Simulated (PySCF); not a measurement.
# C2H5FSi: the cost of one run

Programs: PySCF 2.14.0. All values are calculated, for the isolated system unless a continuum is named. Atoms count from 0, parts from 1.

## 1. The system as given

Each species was relaxed by itself at PBE0-D3(BJ)/def2-SVPD.

## 2. Energies of the species: wB97M-D3(BJ)/def2-TZVPD

Job settings and geometry (Å):

```
{"job": {"kind": "react", "xc": "wB97M-D3(BJ)", "basis": "def2-TZVPD"}, "charge": 0, "multiplicity": 1}
-1 FH3Si charge 0 multiplicity 1
F      1.374800    -0.770580     0.109840
Si    -0.056870     0.025690    -0.003200
H     -0.596960     0.181480     1.373760
H      0.210140     1.348160    -0.629110
H     -0.965840    -0.794800    -0.847440

-1 C2H2 charge 0 multiplicity 1
C      0.054870    -0.023530    -0.600940
C     -0.057340     0.023680     0.601040
H      0.154610    -0.065480    -1.669070
H     -0.157050     0.065600     1.669190

+1 C2H5FSi charge 0 multiplicity 1
C      0.153040    -1.260240    -0.852850
C      0.669340    -0.137860    -0.338950
Si    -0.304520     1.001770     0.755440
F     -1.802720     0.354830     0.939680
H      0.736180    -1.924640    -1.496380
H     -0.878650    -1.559580    -0.648620
H      1.709640     0.117900    -0.575100
H     -0.478990     2.352760     0.151860
H      0.290380     1.125430     2.115720
```

Method: wB97M-D3(BJ)/def2-TZVPD reaction energy of separated species, gas phase.

Launch:

```
$ OMP_NUM_THREADS=1 python cluster_run.py task.json out
```

This one command runs all jobs of the session in turn.

Q: Estimate the wall time and peak memory of this first job on 1 thread of Arm Neoverse N1, shared host.

About 28 s, with a peak of 0.7 GiB.
